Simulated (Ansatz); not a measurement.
# C2H8ClInO: a ladder of functionals and wavefunction methods

Aim: compute C2H8ClInO with functionals from several rungs and with coupled cluster, and see how far each lands from CCSD(T) at the basis-set limit for the atomisation energy.

Method: functionals in def2-TZVPP, the program's frozen cores in correlated methods; program: Ansatz 0.2.0, Gaussian basis.

Plan: LDA (SPW92), PBE-D4, revPBE-D4, BLYP-D4, r2SCAN-D4, B97M-V, PBE0-D4, B3LYP-D4, r2SCANh-D4, r2SCAN0-D4, HSE06-D4, BHLYP-D4, CAM-B3LYP-D4, LC-ωPBE, ωB97X-V, ωB97M-V, B2PLYP, PBE-QIDH; CCSD(T)/def2-SVP; CCSD(T)/def2-TZVPP; MP2/def2-QZVPP; extrapolation to the limit; RPA on PBE.

## Step 1: Structure used throughout

All runs share one geometry, relaxed beforehand with PBE0-D4 in a triple-zeta def2 set. In takes the def2 core potential; no spin-orbit term is included.

SMILES `[CH3][In-]([CH3])([OH2+])[Cl]`, 13 atoms, charge 0, spin multiplicity 1.

Atoms are counted from 1 here; the program's logs count them from 0.

Bond lengths: C1–In2 2.135 Å, C1–H6 1.091 Å, C1–H7 1.090 Å, C1–H8 1.090 Å, In2–C3 2.140 Å, In2–O4 2.415 Å, In2–Cl5 2.436 Å, C3–H9 1.090 Å, C3–H10 1.091 Å, C3–H11 1.091 Å, O4–H12 0.962 Å, O4–H13 0.974 Å. Angles: In2–C1–H6 108.9°, In2–C1–H7 109.0°, In2–C1–H8 111.6°, H6–C1–H7 109.0°, H6–C1–H8 108.9°, H7–C1–H8 109.5°, C1–In2–C3 139.6°, C1–In2–O4 100.8°, C1–In2–Cl5 109.4°, C3–In2–O4 98.8°, C3–In2–Cl5 109.0°, O4–In2–Cl5 78.3°, In2–C3–H9 109.2°, In2–C3–H10 111.2°, In2–C3–H11 110.1°, H9–C3–H10 109.6°, H9–C3–H11 108.4°, H10–C3–H11 108.3° and more.

## Step 2: LDA

This LDA is Slater exchange with PW92 correlation.

in.yaml reads:

```yaml
crystal:
  periodic: [false, false, false]
  atoms:
    - {symbol: C, position_ang: [-2.032577, 0.521117, -0.803103]}
    - {symbol: In, position_ang: [-0.000032, -0.016824, -0.433785]}
    - {symbol: C, position_ang: [1.181537, -1.758961, -0.046440]}
    - {symbol: O, position_ang: [0.416166, 1.174980, 1.625034]}
    - {symbol: Cl, position_ang: [1.462318, 1.779764, -1.188577]}
    - {symbol: H, position_ang: [-2.494170, 0.825205, 0.137687]}
    - {symbol: H, position_ang: [-2.056136, 1.361168, -1.496792]}
    - {symbol: H, position_ang: [-2.599120, -0.311321, -1.220889]}
    - {symbol: H, position_ang: [2.200130, -1.454577, 0.195263]}
    - {symbol: H, position_ang: [0.767446, -2.340845, 0.778514]}
    - {symbol: H, position_ang: [1.212834, -2.395158, -0.932117]}
    - {symbol: H, position_ang: [1.009005, 0.747779, 2.251052]}
    - {symbol: H, position_ang: [0.953098, 1.832874, 1.148955]}
basis:
  gaussian: {orbitals: def2-TZVPP}
hamiltonian: {xc: lda}
output: {orbitals: {seedname: orbitals}}
```

The run is started by

```console
> ansatz run in.yaml --threads 4 --pin off --events-out ev --progress --plain --max-ram 11315MiB
```

Further steps of the session: PBE-D4 (GGA); revPBE-D4 (GGA); BLYP-D4 (GGA); r2SCAN-D4 (meta-GGA); B97M-V (meta-GGA); PBE0-D4 (hybrid); B3LYP-D4 (hybrid); r2SCANh-D4 (hybrid); r2SCAN0-D4 (hybrid); HSE06-D4 (hybrid); BHLYP-D4 (hybrid); CAM-B3LYP-D4 (range-separated); LC-ωPBE (range-separated); ωB97X-V (range-separated); ωB97M-V (range-separated); B2PLYP (double hybrid); PBE-QIDH (double hybrid); CCSD(T) in def2-SVP; CCSD(T) in def2-TZVPP; MP2 in def2-QZVPP; RPA on PBE orbitals.

Before running them: what should the planned runs give, taken together? Wanted: atomisation energy, CCSD(T)/CBS; farthest beyond LDA; mean size of error, GGA; mean size of error, meta-GGA; mean size of error, hybrid; mean size of error, range-separated; mean size of error, double hybrid; gap, smallest and largest; T1 diagnostic.

As calculated:

```
                               quantity                                                                value
        atomisation energy, CCSD(T)/CBS                                                        4420.8 kJ/mol
 functionals within 44.2 kJ/mol (1.0 %)  PBE-D4, r2SCAN-D4, B97M-V, HSE06-D4, CAM-B3LYP-D4, ωB97X-V, ωB97M-V
                    farthest beyond LDA                                             BHLYP-D4 (-156.8 kJ/mol)
                mean size of error, GGA                                                          63.4 kJ/mol
           mean size of error, meta-GGA                                                          24.3 kJ/mol
             mean size of error, hybrid                                                          70.7 kJ/mol
    mean size of error, range-separated                                                          30.4 kJ/mol
      mean size of error, double hybrid                                                          75.0 kJ/mol
              gap, smallest and largest                                4.90 eV (BLYP-D4), 11.59 eV (LC-ωPBE)
                          T1 diagnostic                                                               0.0111
triples share of the correlation energy                                                                3.5 %
```

LDA overbinds by 556.7 kJ/mol (13 %). PBE-D4 misses by +9.8 kJ/mol. Double hybrids carry the basis error of their MP2 part in triple zeta, and no dispersion term here, so their miss is partly the set-up's. The rungs meta-GGA, range-separated miss on average by less than the doubt on the reference (44.2 kJ/mol), so they tie. The reference freezes the cores and leaves out spin-orbit coupling and excitations past (T), and its outer-core shells are covered unevenly, so misses under about 44.2 kJ/mol can't be ranked. All levels share the lack of spin-orbit coupling, which lowers the free heavy atoms and so the true binding. Hartree-Fock recovers 73 % of the binding; the rest is correlation. CCSD(T) in def2-SVP is off by -258.1 kJ/mol, more than most functionals: a good method in a small basis is no reference. The gap grows from 4.9 to 11.6 eV across the functionals, mostly with the share of exact exchange. Correlated methods include outer-core shells of In, which these sets cover unevenly.
